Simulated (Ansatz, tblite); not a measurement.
# The cluster B5H3: charged states by level of theory

What does removing or adding an electron cost or gain for the cluster B5H3? Each charged state is run at several levels.

Program: Ansatz 0.2.0, Gaussian basis. Level of theory: as each input shows. These are calculated values, not measurements.

Levels to be run: charge +1 doublet, at the geometry of the singlet (PBE0-D4/def2-TZVP, PBE-D4/def2-TZVP, r2SCAN-D4/def2-TZVP, CCSD(T)/def2-TZVPP); charge -1 doublet, at the geometry of the singlet (PBE0-D4/def2-TZVPD, PBE-D4/def2-TZVPD, r2SCAN-D4/def2-TZVPD); the starting singlet's energies come from earlier runs.

1 further run of the same task is left out (set aside as unsound or not needed).

**1. The relaxed structure**

The singlet was relaxed beforehand with PBE-D4/def2-SVP. At that level it is the lowest of the isomers that a small search found.

8 atoms, charge 0, spin multiplicity 1.

Atoms are counted from 1 here; the program's logs count them from 0.

Bond lengths: B1–B2 1.714 Å, B1–B3 1.717 Å, B1–B4 1.700 Å, B1–B5 1.549 Å, B2–B4 1.607 Å, B2–B5 1.821 Å, B2–H8 1.207 Å, B3–B4 1.572 Å, B3–H6 1.201 Å, B5–H7 1.200 Å. Angles: B2–B1–B3 110.9°, B2–B1–B4 56.2°, B2–B1–B5 67.6°, B3–B1–B4 54.8°, B3–B1–B5 178.5°, B4–B1–B5 123.8°, B1–B2–B4 61.5°, B1–B2–B5 51.9°, B1–B2–H8 159.3°, B4–B2–B5 113.3°, B4–B2–H8 139.2°, B5–B2–H8 107.5°, B1–B3–B4 62.1°, B1–B3–H6 133.5°, B4–B3–H6 164.4°, B1–B4–B2 62.4°, B1–B4–B3 63.2°, B2–B4–B3 125.5° and more.

**2. Charge +1 doublet at the fixed geometry, first pass, PBE0-D4/def2-SVP**

Contents of in.yaml:

```yaml
crystal:
  periodic: [false, false, false]
  atoms:
    - {symbol: B, position_ang: [-0.262262, 0.504648, -0.141950]}
    - {symbol: B, position_ang: [0.366065, -0.973642, 0.457154]}
    - {symbol: B, position_ang: [0.506779, 0.946459, -1.612223]}
    - {symbol: B, position_ang: [0.958863, -0.388816, -0.917685]}
    - {symbol: B, position_ang: [-0.931228, 0.075051, 1.187669]}
    - {symbol: H, position_ang: [0.385773, 1.877755, -2.361503]}
    - {symbol: H, position_ang: [-1.540096, -0.117028, 2.203518]}
    - {symbol: H, position_ang: [0.516106, -1.924417, 1.185020]}
basis:
  gaussian: {orbitals: def2-SVP}
total_charge: 1
magnetization: {spin_polarized: true, initial_magnetization: 1}
hamiltonian: {xc: pbe0, dispersion: d4}
output: {orbitals: {seedname: orbitals}}
```

On the command line:

```console
> ansatz run in.yaml --threads 4 --pin off --events-out ev --progress --plain --max-ram 3916MiB
```

What it wrote:

```text
Functional definition: PBE0
  name "PBE0"
  cite "Adamo & Barone, J. Chem. Phys. 110, 6158 (1999) doi:10.1063/1.478522"
  cite "Perdew, Burke & Ernzerhof, Phys. Rev. Lett. 77, 3865 (1996) doi:10.1103/PhysRevLett.77.3865"
  parent pbe
  parameter a = 0.25
  parameter kappa = 0.804
  parameter beta = 0.06672455060314922
  exchange = (1 - a)*pbe_x(kappa = kappa, mu = beta*pi^2/3) + a*exact_x
  correlation = pbe_c(beta = beta)
944 factors; their error is unknown
mean field evaluation 1: about -3405.3005 eV, gradient 2.5e1 eV
mean field evaluation 2: about -3404.9896 eV, gradient 2.6e1 eV
mean field evaluation 4: about -3409.6962 eV, gradient 3.0e0 eV
mean field evaluation 8: about -3409.7725 eV, gradient 1.7e-1 eV
mean field evaluation 16: about -3409.7606 eV, gradient 2.1e-3 eV
mean field evaluation 32: about -3409.1187 eV, gradient 3.8e0 eV
mean field -3409.76058412 eV, -125.3063902478 hartree, gradient 1.9e-5 eV, S^2 0.782158; 4 other end points of the search recorded, 0 dependent functions left out
reference -3409.76061139 eV, -125.3063912497 hartree; 14, 13 occupied and 71, 72 virtual orbitals, 944 factors
Total energy: -3409.87144522 eV, -125.3104643180 hartree
```

It took 1.8 s on 4 threads of Intel Xeon at 2.70GHz, shared host.

From the report: HOMO -14.08 eV, LUMO -11.39 eV (over both spins); ⟨S²⟩ 0.782 (pure: 0.75).

**3. Charge +1 doublet at the fixed geometry, PBE0-D4/def2-TZVP**

start.molden holds the orbitals of an earlier run on this state, given as this run's starting guess.

in.yaml, as its differences from that of step 2:

```diff
@@ -12,3 +12,3 @@
 basis:
-  gaussian: {orbitals: def2-SVP}
+  gaussian: {orbitals: def2-TZVP, initial_orbitals: start.molden}
 total_charge: 1
@@ -16,2 +16,3 @@
 hamiltonian: {xc: pbe0, dispersion: d4}
+scf: {omitted_lower_state_checks: [starts]}
 output: {orbitals: {seedname: orbitals}}
```

Same command.

What it wrote:

```text
Functional definition: PBE0
  name "PBE0"
  cite "Adamo & Barone, J. Chem. Phys. 110, 6158 (1999) doi:10.1063/1.478522"
  cite "Perdew, Burke & Ernzerhof, Phys. Rev. Lett. 77, 3865 (1996) doi:10.1103/PhysRevLett.77.3865"
  parent pbe
  parameter a = 0.25
  parameter kappa = 0.804
  parameter beta = 0.06672455060314922
  exchange = (1 - a)*pbe_x(kappa = kappa, mu = beta*pi^2/3) + a*exact_x
  correlation = pbe_c(beta = beta)
these checks for a lower state are left out or cut short: starts
977 factors; their error is unknown
mean field evaluation 1: about -3411.5783 eV, gradient 5.0e1 eV
mean field evaluation 2: about -3413.3743 eV, gradient 1.5e0 eV
mean field evaluation 4: about -3413.3786 eV, gradient 2.2e-1 eV
mean field evaluation 8: about -3413.3788 eV, gradient 8.1e-5 eV
mean field -3413.37880336 eV, -125.4393573522 hartree, gradient 1.2e-5 eV, S^2 0.781439; 0 other end points of the search recorded, 0 dependent functions left out
reference -3413.37884179 eV, -125.4393587646 hartree; 14, 13 occupied and 159, 160 virtual orbitals, 977 factors
Total energy: -3413.48967562 eV, -125.4434318328 hartree
Checks for a lower state left out: starts
```

It took 2.8 s on 4 threads of Intel Xeon at 2.70GHz, shared host.

Report: HOMO -14.04 eV, LUMO -11.30 eV (over both spins); ⟨S²⟩ 0.781 (pure: 0.75).

**4. Charge +1 doublet at the fixed geometry, PBE-D4/def2-TZVP**

in.yaml, as its differences from that of step 3:

```diff
@@ -15,3 +15,3 @@
 magnetization: {spin_polarized: true, initial_magnetization: 1}
-hamiltonian: {xc: pbe0, dispersion: d4}
+hamiltonian: {xc: pbe, dispersion: d4}
 scf: {omitted_lower_state_checks: [starts]}
```

Same command.

What it wrote:

```text
Functional definition: PBE
  name "PBE"
  cite "Perdew, Burke & Ernzerhof, Phys. Rev. Lett. 77, 3865 (1996) doi:10.1103/PhysRevLett.77.3865"
  parent pbe
  parameter kappa = 0.804
  parameter beta = 0.06672455060314922
  exchange = pbe_x(kappa = kappa, mu = beta*pi^2/3)
  correlation = pbe_c(beta = beta)
these checks for a lower state are left out or cut short: starts
977 factors; their error is unknown
mean field evaluation 1: about -3412.6625 eV, gradient 4.7e0 eV
mean field evaluation 2: about -3412.7508 eV, gradient 1.8e-1 eV
mean field evaluation 4: about -3412.7355 eV, gradient 5.9e-2 eV
mean field evaluation 8: about -3412.7355 eV, gradient 2.0e-5 eV
mean field -3412.73552202 eV, -125.4157171990 hartree, gradient 2.5e-5 eV, S^2 0.766088; 0 other end points of the search recorded, 0 dependent functions left out
reference -3412.73557311 eV, -125.4157190766 hartree; 14, 13 occupied and 159, 160 virtual orbitals, 977 factors
Total energy: -3412.86820464 eV, -125.4205931954 hartree
Checks for a lower state left out: starts
```

It took 2.2 s on 4 threads of Intel Xeon at 2.70GHz, shared host.

From the report: HOMO -12.98 eV, LUMO -12.25 eV (over both spins); ⟨S²⟩ 0.766 (pure: 0.75).

**5. Charge +1 doublet at the fixed geometry, r2SCAN-D4/def2-TZVP**

in.yaml, as its differences from that of step 4:

```diff
@@ -15,3 +15,3 @@
 magnetization: {spin_polarized: true, initial_magnetization: 1}
-hamiltonian: {xc: pbe, dispersion: d4}
+hamiltonian: {xc: r2scan, dispersion: d4}
 scf: {omitted_lower_state_checks: [starts]}
```

The command is unchanged.

What it wrote:

```text
Functional definition: r2SCAN
  name "r2SCAN"
  cite "Furness, Kaplan, Ning, Perdew & Sun, J. Phys. Chem. Lett. 11, 8208 (2020) doi:10.1021/acs.jpclett.0c02405"
  cite "Furness, Kaplan, Ning, Perdew & Sun, J. Phys. Chem. Lett. 11, 9248 (2020) doi:10.1021/acs.jpclett.0c03077"
  parent r2scan
  parameter k0 = 0.174
  parameter k1 = 0.065
  parameter a1 = 4.9479
  exchange = r2scan_x(k0 = k0, k1 = k1, a1 = a1)
  correlation = r2scan_c
these checks for a lower state are left out or cut short: starts
977 factors; their error is unknown
mean field evaluation 1: about -3416.0979 eV, gradient 3.1e0 eV
mean field evaluation 2: about -3416.1392 eV, gradient 1.1e-1 eV
mean field evaluation 4: about -3416.1246 eV, gradient 2.0e-2 eV
mean field evaluation 8: about -3416.1246 eV, gradient 2.1e-5 eV
mean field -3416.12461096 eV, -125.5402639205 hartree, gradient 2.0e-5 eV, S^2 0.790769; 0 other end points of the search recorded, 0 dependent functions left out
reference -3416.12463105 eV, -125.5402646586 hartree; 14, 13 occupied and 159, 160 virtual orbitals, 977 factors
Total energy: -3416.15419033 eV, -125.5413509421 hartree
Checks for a lower state left out: starts
```

It took 3.2 s on 4 threads of Intel Xeon at 2.70GHz, shared host.

Report: HOMO -13.17 eV, LUMO -11.93 eV (over both spins); ⟨S²⟩ 0.791 (pure: 0.75).

**6. Charge +1 doublet at the fixed geometry, CCSD(T)/def2-TZVPP**

in.yaml, as its differences from that of step 5:

```diff
@@ -12,7 +12,7 @@
 basis:
-  gaussian: {orbitals: def2-TZVP, initial_orbitals: start.molden}
+  gaussian: {orbitals: def2-TZVPP, initial_orbitals: start.molden}
 total_charge: 1
 magnetization: {spin_polarized: true, initial_magnetization: 1}
-hamiltonian: {xc: r2scan, dispersion: d4}
-scf: {omitted_lower_state_checks: [starts]}
+correlation: {method: ccsd_t}
+scf: {omitted_lower_state_checks: [starts, cluster_reference]}
 output: {orbitals: {seedname: orbitals}}
```

Same command.

What it wrote, shortened:

```text
Functional definition: HF
  name "HF"
  cite "Fock, Z. Phys. 61, 126 (1930) doi:10.1007/BF01340294"
  parent pbe
[...]
1182 factors; integrals over basis functions are off by at most 1.0e-3 eV
[...]
mean field -3394.65551545 eV, -124.7512892126 hartree, gradient 3.3e-6 eV, S^2 0.869081; 0 other end points of the search recorded, 0 dependent functions left out
5 core orbitals not correlated: weight in the atoms' cores, before any rotation towards them, 1.000 or more for the frozen orbitals, at most 0.000 for the correlated occupied ones
reference -3394.65551545 eV, -124.7512892126 hartree; 9, 8 occupied and 183, 184 virtual orbitals, 1182 factors
second order -11.95488218 eV of doubles, -0.00000000 eV of singles
cycle   1  -12.45815971 eV  change   -5.0e-1 eV  update   1.1e-1
[...]
cycle  15  -13.03449667 eV  change    1.8e-5 eV  update   2.0e-5
perturbative correction -0.81997940 eV, -0.0301336870 hartree
Total energy: -3408.50999151 eV, -125.2604318170 hartree
Checks for a lower state left out: starts, cluster_reference
```

It took 5.3 min on 4 threads of Intel Xeon at 2.70GHz, shared host; peak memory 2.2 GiB.

Report: Hartree-Fock HOMO -16.02 eV, LUMO -7.02 eV (over both spins); ⟨S²⟩ 0.869 (pure: 0.75); T1 0.028.

**7. Vertical ionisation energy**

Charged state less starting state, singlet to doublet; the starting state's energies are those of its earlier runs.

Differences are taken before rounding.

| method | vertical ionisation energy (eV) | from CCSD(T)/def2-TZVPP (eV) | time |
| --- | --- | --- | --- |
| HF/def2-TZVPP | 8.18 | -1.24 |  |
| PBE-D4/def2-TZVP | 9.33 | -0.09 | 3.6 s |
| r2SCAN-D4/def2-TZVP | 9.28 | -0.14 | 4.9 s |
| PBE0-D4/def2-TZVP | 9.37 | -0.06 | 4.2 s |
| MP2/def2-TZVPP | 9.64 | +0.22 |  |
| CCSD/def2-TZVPP | 9.32 | -0.11 |  |
| CCSD(T)/def2-TZVPP | 9.43 | 0 | 5.6 min |

Times add the two runs; a level without a time comes out of a correlated run.

Beside −ε(HOMO) of the starting state:

| level | −ε(HOMO) (eV) | by difference (eV) | mismatch (eV) |
| --- | --- | --- | --- |
| PBE-D4/def2-TZVP | 6.36 | 9.33 | -2.97 |
| r2SCAN-D4/def2-TZVP | 6.54 | 9.28 | -2.75 |
| PBE0-D4/def2-TZVP | 7.37 | 9.37 | -2.00 |

**8. Charge -1 doublet at the fixed geometry, first pass, PBE0-D4/def2-SVP**

in.yaml, as its differences from that of step 6:

```diff
@@ -12,7 +12,6 @@
 basis:
-  gaussian: {orbitals: def2-TZVPP, initial_orbitals: start.molden}
-total_charge: 1
+  gaussian: {orbitals: def2-SVP}
+total_charge: -1
 magnetization: {spin_polarized: true, initial_magnetization: 1}
-correlation: {method: ccsd_t}
-scf: {omitted_lower_state_checks: [starts, cluster_reference]}
+hamiltonian: {xc: pbe0, dispersion: d4}
 output: {orbitals: {seedname: orbitals}}
```

Launched as before.

What it wrote:

```text
Functional definition: PBE0
  name "PBE0"
  cite "Adamo & Barone, J. Chem. Phys. 110, 6158 (1999) doi:10.1063/1.478522"
  cite "Perdew, Burke & Ernzerhof, Phys. Rev. Lett. 77, 3865 (1996) doi:10.1103/PhysRevLett.77.3865"
  parent pbe
  parameter a = 0.25
  parameter kappa = 0.804
  parameter beta = 0.06672455060314922
  exchange = (1 - a)*pbe_x(kappa = kappa, mu = beta*pi^2/3) + a*exact_x
  correlation = pbe_c(beta = beta)
944 factors; their error is unknown
mean field evaluation 1: about -3418.8479 eV, gradient 1.5e1 eV
mean field evaluation 2: about -3418.6940 eV, gradient 1.7e1 eV
mean field evaluation 4: about -3420.7072 eV, gradient 1.9e0 eV
mean field evaluation 8: about -3420.7343 eV, gradient 1.7e-1 eV
mean field evaluation 16: about -3420.7279 eV, gradient 7.7e-4 eV
mean field -3420.72785168 eV, -125.7094298967 hartree, gradient 8.8e-5 eV, S^2 0.768305; 0 other end points of the search recorded, 0 dependent functions left out
reference -3420.72787851 eV, -125.7094308826 hartree; 15, 14 occupied and 70, 71 virtual orbitals, 944 factors
Total energy: -3420.88006243 eV, -125.7150235384 hartree
```

Run time: 1.2 s. Hardware: 4 threads of Intel Xeon at 2.70GHz, shared host.

HOMO 0.27 eV, LUMO 2.90 eV (over both spins); ⟨S²⟩ 0.768 (pure: 0.75). Doubts: highest occupied level lies above zero.

**9. Charge -1 doublet at the fixed geometry, PBE0-D4/def2-TZVPD**

in.yaml, as its differences from that of step 8:

```diff
@@ -12,3 +12,3 @@
 basis:
-  gaussian: {orbitals: def2-SVP}
+  gaussian: {orbitals: def2-TZVPD, initial_orbitals: start.molden}
 total_charge: -1
@@ -16,2 +16,3 @@
 hamiltonian: {xc: pbe0, dispersion: d4}
+scf: {omitted_lower_state_checks: [starts]}
 output: {orbitals: {seedname: orbitals}}
```

Same command.

What it wrote:

```text
Functional definition: PBE0
  name "PBE0"
  cite "Adamo & Barone, J. Chem. Phys. 110, 6158 (1999) doi:10.1063/1.478522"
  cite "Perdew, Burke & Ernzerhof, Phys. Rev. Lett. 77, 3865 (1996) doi:10.1103/PhysRevLett.77.3865"
  parent pbe
  parameter a = 0.25
  parameter kappa = 0.804
  parameter beta = 0.06672455060314922
  exchange = (1 - a)*pbe_x(kappa = kappa, mu = beta*pi^2/3) + a*exact_x
  correlation = pbe_c(beta = beta)
these checks for a lower state are left out or cut short: starts
978 factors; their error is unknown
mean field evaluation 1: about -3422.4282 eV, gradient 5.1e1 eV
mean field evaluation 2: about -3424.3323 eV, gradient 1.7e0 eV
mean field evaluation 4: about -3424.3681 eV, gradient 1.9e-1 eV
mean field evaluation 8: about -3424.3683 eV, gradient 1.2e-5 eV
mean field -3424.36828705 eV, -125.8432134290 hartree, gradient 1.2e-5 eV, S^2 0.768005; 0 other end points of the search recorded, 0 dependent functions left out
reference -3424.36832872 eV, -125.8432149601 hartree; 15, 14 occupied and 197, 198 virtual orbitals, 978 factors
Total energy: -3424.52051263 eV, -125.8488076158 hartree
Checks for a lower state left out: starts
```

Run time: 4 s. Hardware: 4 threads of Intel Xeon at 2.70GHz, shared host.

HOMO 0.08 eV, LUMO 2.61 eV (over both spins); ⟨S²⟩ 0.768 (pure: 0.75). Doubts: highest occupied level lies above zero.

**10. Charge -1 doublet at the fixed geometry, PBE-D4/def2-TZVPD**

in.yaml, as its differences from that of step 9:

```diff
@@ -15,3 +15,3 @@
 magnetization: {spin_polarized: true, initial_magnetization: 1}
-hamiltonian: {xc: pbe0, dispersion: d4}
+hamiltonian: {xc: pbe, dispersion: d4}
 scf: {omitted_lower_state_checks: [starts]}
```

The command is unchanged.

What it wrote:

```text
Functional definition: PBE
  name "PBE"
  cite "Perdew, Burke & Ernzerhof, Phys. Rev. Lett. 77, 3865 (1996) doi:10.1103/PhysRevLett.77.3865"
  parent pbe
  parameter kappa = 0.804
  parameter beta = 0.06672455060314922
  exchange = pbe_x(kappa = kappa, mu = beta*pi^2/3)
  correlation = pbe_c(beta = beta)
these checks for a lower state are left out or cut short: starts
978 factors; their error is unknown
mean field evaluation 1: about -3423.6888 eV, gradient 4.7e0 eV
mean field evaluation 2: about -3423.7598 eV, gradient 8.5e-2 eV
mean field evaluation 4: about -3423.7452 eV, gradient 6.1e-4 eV
mean field -3423.74522048 eV, -125.8203161549 hartree, gradient 1.3e-5 eV, S^2 0.758306; 0 other end points of the search recorded, 0 dependent functions left out
reference -3423.74527601 eV, -125.8203181955 hartree; 15, 14 occupied and 197, 198 virtual orbitals, 978 factors
Total energy: -3423.92712163 eV, -125.8270008989 hartree
Checks for a lower state left out: starts
```

Run time: 2.9 s. Hardware: 4 threads of Intel Xeon at 2.70GHz, shared host.

HOMO 0.83 eV, LUMO 1.73 eV (over both spins); ⟨S²⟩ 0.758 (pure: 0.75). Doubts: highest occupied level lies above zero.

**11. Charge -1 doublet at the fixed geometry, r2SCAN-D4/def2-TZVPD**

in.yaml, as its differences from that of step 10:

```diff
@@ -15,3 +15,3 @@
 magnetization: {spin_polarized: true, initial_magnetization: 1}
-hamiltonian: {xc: pbe, dispersion: d4}
+hamiltonian: {xc: r2scan, dispersion: d4}
 scf: {omitted_lower_state_checks: [starts]}
```

Launched as before.

What it wrote:

```text
Functional definition: r2SCAN
  name "r2SCAN"
  cite "Furness, Kaplan, Ning, Perdew & Sun, J. Phys. Chem. Lett. 11, 8208 (2020) doi:10.1021/acs.jpclett.0c02405"
  cite "Furness, Kaplan, Ning, Perdew & Sun, J. Phys. Chem. Lett. 11, 9248 (2020) doi:10.1021/acs.jpclett.0c03077"
  parent r2scan
  parameter k0 = 0.174
  parameter k1 = 0.065
  parameter a1 = 4.9479
  exchange = r2scan_x(k0 = k0, k1 = k1, a1 = a1)
  correlation = r2scan_c
these checks for a lower state are left out or cut short: starts
978 factors; their error is unknown
mean field evaluation 1: about -3427.1101 eV, gradient 3.0e0 eV
mean field evaluation 2: about -3427.1458 eV, gradient 4.1e-2 eV
mean field evaluation 4: about -3427.1360 eV, gradient 2.9e-4 eV
mean field -3427.13598536 eV, -125.9449244659 hartree, gradient 2.6e-5 eV, S^2 0.772956; 0 other end points of the search recorded, 0 dependent functions left out
reference -3427.13601302 eV, -125.9449254824 hartree; 15, 14 occupied and 197, 198 virtual orbitals, 978 factors
Total energy: -3427.17729109 eV, -125.9464424232 hartree
Checks for a lower state left out: starts
```

Run time: 5.5 s. Hardware: 4 threads of Intel Xeon at 2.70GHz, shared host.

Report: HOMO 0.62 eV, LUMO 2.18 eV (over both spins); ⟨S²⟩ 0.773 (pure: 0.75). Doubts: highest occupied level lies above zero.

**12. Vertical electron affinity**

Starting state less charged state (positive: the electron is bound), singlet to doublet; the starting state's energies are those of its earlier runs.

| level | vertical electron affinity (eV) | time |
| --- | --- | --- |
| PBE-D4/def2-TZVPD | +1.72 | 4.5 s |
| r2SCAN-D4/def2-TZVPD | +1.73 | 7.8 s |
| PBE0-D4/def2-TZVPD | +1.66 | 6 s |

Times add the two runs; a level without a time comes out of a correlated run.

Beside −ε(LUMO) of the starting state:

| level | −ε(LUMO) (eV) | by difference (eV) | mismatch (eV) |
| --- | --- | --- | --- |
| PBE-D4/def2-TZVPD | 4.24 | 1.72 | +2.53 |
| r2SCAN-D4/def2-TZVPD | 4.01 | 1.73 | +2.28 |
| PBE0-D4/def2-TZVPD | 3.36 | 1.66 | +1.70 |

**13. Outcome**

| quantity | value |
| --- | --- |
| vertical ionisation energy, functionals in def2-TZVP | 9.28 (r2SCAN-D4) to 9.37 eV (PBE0-D4) |
| vertical ionisation energy, CCSD(T)/def2-TZVPP | 9.43 eV |
| vertical electron affinity, functionals in def2-TZVPD | 1.66 (PBE0-D4) to 1.73 eV (r2SCAN-D4) |

**Reading.** The vertical ionisation energy spans 9.28 to 9.37 eV over the functionals, beside 9.43 eV from CCSD(T)/def2-TZVPP. −ε(HOMO) misses the level's own difference by -2.00 eV at best (PBE0-D4) and -2.97 eV at worst (PBE-D4). The reference is CCSD(T) in one finite basis, so it carries an error of its own, often a tenth of an eV or more, and near misses can't be ranked. The vertical electron affinity spans 1.66 to 1.73 eV over the functionals. The anion's highest level lies above zero where self-interaction lifts it, so diffuse functions weigh on these values. −ε(LUMO) misses the level's own difference by +1.70 eV at best (PBE0-D4) and +2.53 eV at worst (PBE-D4).
